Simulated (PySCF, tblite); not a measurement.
# AlH₁₁O₃Si₄, a small molecule taken as a stand-in for a surface group (silicon-backed Si): NMR shifts, core binding energies and electronic excitations

Aim: the NMR shifts, core binding energies and electronic excitations of `[OH][Al]([OH])[O][Si]([SiH3])([SiH3])[SiH3]`.

Computed with tblite 0.8.0 and PySCF 2.14.0; each step states its level. No surroundings beyond the atoms listed, unless a continuum is named. Atoms count from 0, parts from 1.

## 1. The system as given

19 atoms, charge 0, multiplicity 1; geometry: distance geometry start.

## 2. Geometry optimisation with GFN2-xTB

Job settings and geometry (Å):

```
{"job": {"kind": "relax", "xc": "GFN2-xTB", "basis": "xTB"}, "charge": 0, "multiplicity": 1}
Si     0.638287    -2.148699    -1.485400
Si    -0.319402    -0.794914     0.007108
Si    -1.674150     0.616458    -1.073099
Si     1.269819     0.353085     1.062866
O     -1.242748    -1.766162     1.161298
Al    -1.214401    -1.523070     3.006511
O     -0.713378     0.161001     3.624068
O     -0.559157    -2.959505     4.025844
H     -0.318405    -2.577864    -2.412952
H      1.142823    -3.287392    -0.798155
H      1.681457    -1.464583    -2.143899
H     -0.884902     1.631593    -1.682886
H     -2.399128    -0.099802    -2.038313
H     -2.552776     1.211494    -0.120298
H      0.644080     1.345396     1.866643
H      2.003603    -0.509163     1.907254
H      2.116382     0.986346     0.123955
H     -0.752572     0.996825     3.069948
H     -0.521583    -2.985098     4.988825
```

Method: GFN2-xTB geometry optimisation, gas phase.

Started as:

```
$ OMP_NUM_THREADS=1 python cluster_run.py task.json out
```

This one command runs all jobs of the session in turn.

The program printed:

```text
step      E/eV     max force
  0    -704.77665    2.871
  1    -705.43550    2.436
  2    -706.49637    2.267
  3    -706.64204    0.703
  4    -706.69940    0.594
  5    -706.75652    1.117
  6    -706.83516    1.300
  7    -706.91384    0.993
  8    -706.99122    0.562
  9    -707.02264    0.568
 10    -707.05139    0.544
 11    -707.08070    0.521
 12    -707.10959    0.517
 13    -707.13340    0.293
 14    -707.14566    0.222
 15    -707.15168    0.175
 16    -707.15793    0.235
 17    -707.16751    0.294
 18    -707.17791    0.354
 19    -707.18494    0.256
 20    -707.18907    0.133
 21    -707.19392    0.182
 22    -707.20202    0.276
 23    -707.21536    0.458
 24    -707.23346    0.563
 25    -707.25290    0.506
 26    -707.27032    0.369
 27    -707.28472    0.326
 28    -707.29693    0.287
 29    -707.30660    0.203
 30    -707.31334    0.319
 31    -707.31930    0.399
 32    -707.32674    0.294
 33    -707.33708    0.148
 34    -707.34060    0.126
 35    -707.34313    0.119
 36    -707.34471    0.100
 37    -707.34676    0.085
 38    -707.34856    0.113
 39    -707.35082    0.141
 40    -707.35381    0.191
 41    -707.35679    0.175
 42    -707.35919    0.130
 43    -707.36113    0.139
 44    -707.36286    0.156
 45    -707.36564    0.158
 46    -707.36974    0.165
 47    -707.37356    0.130
 48    -707.37537    0.129
 49    -707.37625    0.081
 50    -707.37739    0.086
 51    -707.38010    0.116
 52    -707.38329    0.160
 53    -707.38884    0.180
 54    -707.39347    0.118
 55    -707.39543    0.095
 56    -707.39667    0.082
 57    -707.39781    0.100
 58    -707.39936    0.105
 59    -707.40135    0.152
 60    -707.40393    0.185
 61    -707.40652    0.153
 62    -707.40917    0.135
 63    -707.41052    0.094
 64    -707.41154    0.058
 65    -707.41236    0.078
 66    -707.41348    0.110
 67    -707.41506    0.113
 68    -707.41718    0.110
 69    -707.41892    0.079
 70    -707.41986    0.090
 71    -707.42060    0.068
 72    -707.42169    0.096
 73    -707.42372    0.128
 74    -707.42647    0.139
 75    -707.42946    0.115
 76    -707.43051    0.165
 77    -707.43194    0.104
 78    -707.43250    0.070
 79    -707.43385    0.051
 80    -707.43467    0.075
 81    -707.43595    0.095
 82    -707.43685    0.078
 83    -707.43772    0.086
 84    -707.43853    0.065
 85    -707.43948    0.072
 86    -707.44047    0.087
 87    -707.44148    0.116
 88    -707.44247    0.120
 89    -707.44351    0.093
 90    -707.44455    0.102
 91    -707.44540    0.095
 92    -707.44597    0.121
 93    -707.44645    0.106
 94    -707.44696    0.077
 95    -707.44756    0.066
 96    -707.44800    0.059
 97    -707.44834    0.038
 98    -707.44851    0.031
 99    -707.44861    0.029
100    -707.44877    0.032
101    -707.44896    0.032
102    -707.44914    0.031
103    -707.44927    0.028
104    -707.44938    0.025
105    -707.44952    0.034
106    -707.44974    0.044
107    -707.45003    0.045
108    -707.45028    0.038
109    -707.45042    0.025
110    -707.45051    0.033
111    -707.45063    0.035
112    -707.45080    0.031
113    -707.45100    0.030
114    -707.45119    0.030
115    -707.45137    0.027
116    -707.45153    0.032
117    -707.45171    0.037
118    -707.45192    0.034
119    -707.45216    0.034
120    -707.45242    0.034
121    -707.45274    0.041
122    -707.45316    0.050
123    -707.45368    0.057
124    -707.45422    0.061
125    -707.45470    0.057
126    -707.45506    0.042
127    -707.45531    0.040
128    -707.45552    0.048
129    -707.45577    0.036
130    -707.45604    0.033
131    -707.45627    0.048
132    -707.45644    0.041
133    -707.45661    0.038
134    -707.45681    0.038
135    -707.45706    0.037
136    -707.45739    0.045
137    -707.45783    0.054
138    -707.45843    0.066
139    -707.45902    0.075
140    -707.45962    0.067
141    -707.46007    0.064
142    -707.46048    0.048
143    -707.46077    0.046
144    -707.46114    0.034
145    -707.46140    0.060
146    -707.46158    0.033
147    -707.46177    0.042
148    -707.46195    0.032
149    -707.46218    0.045
150    -707.46241    0.037
151    -707.46263    0.032
152    -707.46277    0.026
153    -707.46286    0.024
154    -707.46292    0.022
155    -707.46298    0.021
156    -707.46304    0.021
157    -707.46310    0.018
158    -707.46317    0.020
159    -707.46323    0.015
160    -707.46327    0.015
161    -707.46331    0.016
162    -707.46336    0.020
163    -707.46343    0.020
164    -707.46351    0.025
165    -707.46358    0.020
166    -707.46366    0.021
167    -707.46375    0.021
168    -707.46388    0.033
169    -707.46404    0.040
170    -707.46423    0.039
171    -707.46446    0.041
172    -707.46472    0.042
173    -707.46499    0.038
174    -707.46522    0.037
175    -707.46543    0.035
176    -707.46566    0.035
177    -707.46592    0.055
178    -707.46618    0.053
179    -707.46642    0.032
180    -707.46659    0.019
181    -707.46666    0.018
182    -707.46679    0.022
183    -707.46688    0.024
184    -707.46695    0.022
185    -707.46700    0.018
186    -707.46705    0.021
187    -707.46711    0.023
188    -707.46719    0.025
189    -707.46728    0.028
190    -707.46736    0.027
191    -707.46744    0.025
192    -707.46751    0.029
193    -707.46759    0.023
194    -707.46769    0.023
195    -707.46780    0.024
196    -707.46790    0.028
197    -707.46800    0.028
198    -707.46811    0.031
199    -707.46827    0.038
200    -707.46847    0.045
201    -707.46847    0.045
202    -707.47186    0.044
203    -707.47260    0.055
204    -707.47334    0.022
205    -707.47371    0.075
206    -707.47407    0.039
207    -707.47280    0.131
208    -707.47426    0.046
209    -707.47383    0.093
210    -707.47445    0.023
211    -707.47440    0.045
212    -707.47462    0.005
```

Wall time 13 s (1 thread of AMD EPYC 7R43, shared host).

Along the way:

```csv
step,energy from step 0 (eV),largest force (eV/Å)
0,0.0000,2.8711
8,-2.2146,0.5619
16,-2.3813,0.2352
24,-2.4568,0.5626
32,-2.5501,0.2937
40,-2.5772,0.1909
48,-2.5987,0.1284
56,-2.6200,0.0817
64,-2.6349,0.0581
72,-2.6450,0.0969
80,-2.6580,0.0752
88,-2.6658,0.1196
96,-2.6713,0.0594
104,-2.6727,0.0253
112,-2.6741,0.0316
120,-2.6758,0.0333
128,-2.6789,0.0484
136,-2.6807,0.0453
144,-2.6845,0.0341
152,-2.6861,0.0257
160,-2.6866,0.0146
168,-2.6872,0.0326
176,-2.6890,0.0348
184,-2.6903,0.0221
192,-2.6909,0.0287
200,-2.6918,0.0458
208,-2.6976,0.0461
212,-2.6980,0.0052
```

Distances of close pairs at the start and the end, largest changes first:

```csv
bond,before (Å),after (Å),change (Å)
Al5–O7,1.879,1.655,-0.224
Al5–O6,1.862,1.657,-0.205
O4–Al5,1.861,1.665,-0.196
Si1–Si3,2.227,2.339,+0.113
Si1–O4,1.769,1.657,-0.112
Si0–Si1,2.231,2.337,+0.106
Si1–Si2,2.235,2.339,+0.104
Si0–H8,1.400,1.469,+0.069
```

## 3. Relaxing the molecule at PBE0-D3(BJ)/def2-SVP

Job settings and geometry (Å):

```
{"job": {"xc": "PBE0", "basis": "def2-SVP", "d3": "d3bj", "grid": 2, "kind": "geom", "shake": 0.01}, "charge": 0, "multiplicity": 1}
Si     0.868735    -1.786713    -1.519278
Si     0.269306     0.308458    -0.614431
Si    -1.473504     1.420444    -1.740331
Si     2.129625     1.664157    -0.036561
O     -0.407046    -0.032776     0.849807
Al    -0.994852    -0.852414     2.176314
O     -1.610873    -0.094380     3.507135
O     -0.895252    -2.502333     2.086296
H     -0.287587    -2.659963    -1.736411
H      1.814593    -2.534563    -0.722964
H      1.465834    -1.562043    -2.829734
H     -0.982191     1.847637    -3.052041
H     -2.687078     0.623640    -1.974270
H     -1.962341     2.645520    -1.066917
H      1.743897     2.941228     0.582394
H      3.050359     1.062709     0.910125
H      2.869250     2.004106    -1.240629
H     -1.800457     0.784707     3.841164
H     -1.131338    -3.279606     2.608538
```

The program printed:

```text
step   0  E = -1631.42051323  max force = 0.028922
step   1  E = -1631.43390949  max force = 0.006609
step   2  E = -1631.43456648  max force = 0.004113
step   3  E = -1631.43539271  max force = 0.004368
step   4  E = -1631.43571837  max force = 0.002973
step   5  E = -1631.43594587  max force = 0.002270
step   6  E = -1631.43604492  max force = 0.001378
step   7  E = -1631.43617499  max force = 0.002452
step   8  E = -1631.43635756  max force = 0.003006
step   9  E = -1631.43645838  max force = 0.002321
step  10  E = -1631.43655058  max force = 0.000696
step  11  E = -1631.43655193  max force = 0.000366
optimisation converged
```

Run time: 5.1 min. Hardware: 1 thread of AMD EPYC 7R43, shared host; peak memory 1.2 GiB.

The steps of the relaxation:

```csv
step,energy from step 0 (eV),largest force component (eV/Å)
0,0.0000,1.4872
1,-0.3645,0.3398
2,-0.3824,0.2115
3,-0.4049,0.2246
4,-0.4138,0.1529
5,-0.4199,0.1167
6,-0.4226,0.0709
7,-0.4262,0.1261
8,-0.4311,0.1546
9,-0.4339,0.1194
10,-0.4364,0.0358
11,-0.4364,0.0188
```

Close pairs (by a distance rule), those that changed most:

```csv
bond,before (Å),after (Å),change (Å)
Si0–H9,1.445,1.495,+0.050
Si3–H15,1.451,1.498,+0.047
Si3–H16,1.453,1.497,+0.044
Si0–H10,1.457,1.500,+0.042
Al5–O6,1.651,1.690,+0.039
Al5–O7,1.655,1.691,+0.036
Si2–H11,1.464,1.497,+0.033
O4–Al5,1.666,1.698,+0.031
```

The final coordinates are the input of the step that follows.

```csv
at the end point,value
"rotational constants (GHz, main isotopes)","0.944, 0.490, 0.466"
dipole moment (D),2.09
```

## 4. Shielding tensors: PBE0/pcSseg-1

Job settings and geometry (Å):

```
{"job": {"kind": "nmr", "xc": "PBE0", "basis": "pcSseg-1"}, "charge": 0, "multiplicity": 1}
Si     0.688065    -1.685866    -1.258173
Si     0.121964     0.421448    -0.366833
Si    -1.369159     1.466552    -1.849467
Si     2.081205     1.710132    -0.236512
O     -0.574024     0.309300     1.148556
Al    -0.972911    -0.900424     2.271204
O     -1.636582    -0.560303     3.787266
O     -0.655917    -2.486623     1.777214
H     -0.519045    -2.546808    -1.442761
H      1.694232    -2.391077    -0.407356
H      1.301673    -1.437729    -2.603936
H     -0.726156     1.586646    -3.196185
H     -2.627197     0.666440    -1.990494
H     -1.734181     2.836285    -1.368671
H      1.785476     3.093650     0.252491
H      3.062877     1.078990     0.702914
H      2.712629     1.804301    -1.590842
H     -1.836418     0.316844     4.117063
H     -0.817440    -3.283946     2.282534
```

Method: GIAO PBE0/pcSseg-1 NMR shielding, non-relativistic, gas phase.

The program printed:

```text
coarse grid: 18200 points
cycle   1  E = -1631.5998329097  dE =  2.807e-01  |g| = 1.290e+00  |ddm| = 3.998e+00
cycle   2  E = -1631.0625471521  dE =  5.373e-01  |g| = 2.100e+00  |ddm| = 2.634e+00
cycle   3  E = -1631.8899445923  dE = -8.274e-01  |g| = 1.761e-01  |ddm| = 2.061e+00
cycle   4  E = -1631.8936373022  dE = -3.693e-03  |g| = 1.185e-01  |ddm| = 2.323e-01
cycle   5  E = -1631.8961324449  dE = -2.495e-03  |g| = 9.417e-03  |ddm| = 8.125e-02
cycle   6  E = -1631.8961496669  dE = -1.722e-05  |g| = 1.920e-03  |ddm| = 1.295e-02
cycle   7  E = -1631.8961507350  dE = -1.068e-06  |g| = 6.064e-04  |ddm| = 4.019e-03
final grid: 152312 points
cycle   8  E = -1631.9698520942  dE = -1.752e-05  |g| = 1.023e-02  |ddm| = 1.721e-02
cycle   9  E = -1631.9698252029  dE =  2.689e-05  |g| = 1.603e-02  |ddm| = 1.687e-02
cycle  10  E = -1631.9698690025  dE = -4.380e-05  |g| = 1.010e-03  |ddm| = 1.121e-02
cycle  11  E = -1631.9698691509  dE = -1.484e-07  |g| = 4.607e-04  |ddm| = 1.123e-03
cycle  12  E = -1631.9698691874  dE = -3.651e-08  |g| = 3.996e-05  |ddm| = 2.920e-04
cycle  13  E = -1631.9698691877  dE = -2.528e-10  |g| = 1.096e-05  |ddm| = 6.417e-05
converged SCF energy = -1631.9698691877

GIAO shielding tensors (ppm)
atom      isotropic    diamagn.    paramagn.     s11        s22        s33       span
  0 Si     454.404     881.479    -427.075    447.176    449.996    466.041     18.866
  1 Si     353.801     880.133    -526.333    277.277    285.055    499.070    221.792
  2 Si     455.161     880.836    -425.676    443.098    451.297    471.087     27.989
  3 Si     455.115     880.885    -425.770    443.464    450.703    471.179     27.714
  4 O      338.340     399.222     -60.882    272.280    357.216    385.524    113.245
  5 Al     475.608     797.547    -321.939    406.605    497.111    523.109    116.504
  6 O      325.668     389.621     -63.953    302.447    309.668    364.889     62.442
  7 O      331.444     387.364     -55.920    310.516    319.293    364.522     54.007
  8 H       27.386      30.326      -2.940     24.728     25.645     31.786      7.058
  9 H       27.390      30.355      -2.965     24.718     25.695     31.757      7.038
 10 H       27.986      30.347      -2.361     24.887     26.031     33.041      8.154
 11 H       27.917      29.658      -1.741     24.973     25.885     32.893      7.920
 12 H       27.559      29.714      -2.154     24.282     26.007     32.390      8.108
 13 H       27.466      29.479      -2.013     24.243     25.588     32.567      8.323
 14 H       27.471      29.519      -2.048     24.248     25.591     32.575      8.327
 15 H       27.566      29.780      -2.215     24.323     26.023     32.351      8.029
 16 H       27.904      29.685      -1.781     24.941     25.871     32.901      7.959
 17 H       29.870      32.065      -2.195     21.372     23.985     44.252     22.879
 18 H       30.150      30.407      -0.257     21.167     23.510     45.773     24.606
```

Run time: 59 s. Hardware: 1 thread of AMD EPYC 7R43, shared host; peak memory 1.5 GiB.

Shifts follow as δ = σ(reference) − σ, with reference shieldings (ppm) from runs at the same level and on the same kind of geometry: ¹H TMS 31.27, ²⁹Si TMS 352.0, ¹⁷O H2O 334.6, ²⁷Al AlH4- 489.3. The references are single molecules in the gas phase, so shifts against H2O, NH3, PH3, H3PO4 or CFCl3 are not on the usual liquid scales and can be off by tens of ppm. Shifts against hydride references such as AlH4− lie on their own scale.

```csv
atoms,environment,σ (ppm),δ (ppm)
H8,hydrogen on a silicon bonded to Si,27.39,3.88
H9,hydrogen on a silicon bonded to Si,27.39,3.88
H13,hydrogen on a silicon bonded to Si,27.47,3.80
H14,hydrogen on a silicon bonded to Si,27.47,3.80
H12,hydrogen on a silicon bonded to Si,27.56,3.71
H15,hydrogen on a silicon bonded to Si,27.57,3.70
H16,hydrogen on a silicon bonded to Si,27.90,3.36
H11,hydrogen on a silicon bonded to Si,27.92,3.35
H10,hydrogen on a silicon bonded to Si,27.99,3.28
H17,hydrogen on an oxygen bonded to Al,29.87,1.40
H18,hydrogen on an oxygen bonded to Al,30.15,1.12
Si1,"silicon bonded to O, 3 Si",353.8,-1.8
Si0,"silicon bonded to Si, 3 H",454.4,-102.4
Si3,"silicon bonded to Si, 3 H",455.1,-103.1
Si2,"silicon bonded to Si, 3 H",455.2,-103.2
O6,"oxygen bonded to Al, H",325.7,8.9
O7,"oxygen bonded to Al, H",331.4,3.1
O4,"oxygen bonded to Al, Si",338.3,-3.8
Al5,aluminium bonded to 3 O,475.6,13.7
```

The run also stored atomic charges by several schemes (e):

```csv
atoms,Mulliken,IAO,Hirshfeld,ESP fit
Si0,0.19,0.25,0.19,0.16
Si1,0.23,0.49,0.19,0.38
Si2,0.21,0.25,0.20,0.15
Si3,0.21,0.25,0.20,0.12
O4,-0.84,-0.89,-0.39,-0.74
Al5,1.31,1.38,0.71,1.42
O6,-0.65,-0.82,-0.40,-0.93
O7,-0.66,-0.82,-0.38,-0.89
```

Mayer bond orders: Si0–Si1 0.88, Si1–Si2 0.87, Si1–Si3 0.87, Si1–O4 0.88, O4–Al5 0.84, Al5–O6 0.99, Al5–O7 0.95.

Orbitals, density, ELF and potential are computed afterwards from the orbital file.

Frontier orbitals at PBE0/pcSseg-1, with the share of their density that lies nearest to each atom:

```csv
orbital,energy (eV),lies on
HOMO,-7.46,Si1 27 %; Si0 19 %; Si3 15 %
LUMO,-1.10,O4 17 %; Al5 17 %; Si1 15 %
```

ELF in a plane through or near 9 of the atoms.

Values, 10 rows by 14 columns:
```
0.00 0.00 0.00 0.00 0.00 0.00 0.00 0.00 0.00 0.00 0.00 0.00 0.00 0.00
0.00 0.00 0.00 0.00 0.00 0.00 0.04 0.06 0.18 0.43 0.01 0.00 0.00 0.00
0.00 0.00 0.00 0.00 0.00 0.04 0.37 0.15 0.98 1.00 0.70 0.00 0.00 0.00
0.00 0.00 0.83 0.70 0.69 0.02 0.25 0.66 0.56 0.92 0.10 0.00 0.00 0.00
0.00 0.00 0.44 0.76 0.69 0.09 0.22 0.96 0.74 0.04 0.00 0.00 0.00 0.00
0.00 0.00 0.03 0.07 0.78 0.57 0.77 0.75 0.12 0.18 0.01 0.00 0.00 0.00
0.00 0.30 0.86 0.76 0.16 0.73 0.86 0.22 0.39 0.06 0.01 0.00 0.00 0.00
0.00 0.03 0.38 0.94 0.19 0.03 0.18 0.00 0.01 0.01 0.00 0.00 0.00 0.00
0.00 0.00 0.06 0.72 0.02 0.00 0.00 0.00 0.00 0.00 0.00 0.00 0.00 0.00
0.00 0.00 0.00 0.00 0.00 0.00 0.00 0.00 0.00 0.00 0.00 0.00 0.00 0.00
```
The map spans 12.8 Å across and 10.7 Å up, centred on the molecule. Atoms in the plane (x, y in Å): Si0 (0.3, 2.2), Si1 (0.6, -0.2), O4 (-0.9, -0.9), Al5 (-2.6, -0.6), O6 (-3.8, -1.7), O7 (-2.9, 1.1), H10 (1.7, 2.8), H17 (-3.6, -2.7), H18 (-3.8, 1.5).

On the surface of density 0.002 e/bohr³ the electrostatic potential runs, from the 1st to the 99th percentile, from -1.11 V near O6 to 2.94 V near Al5.

[end of part 1 of 2]
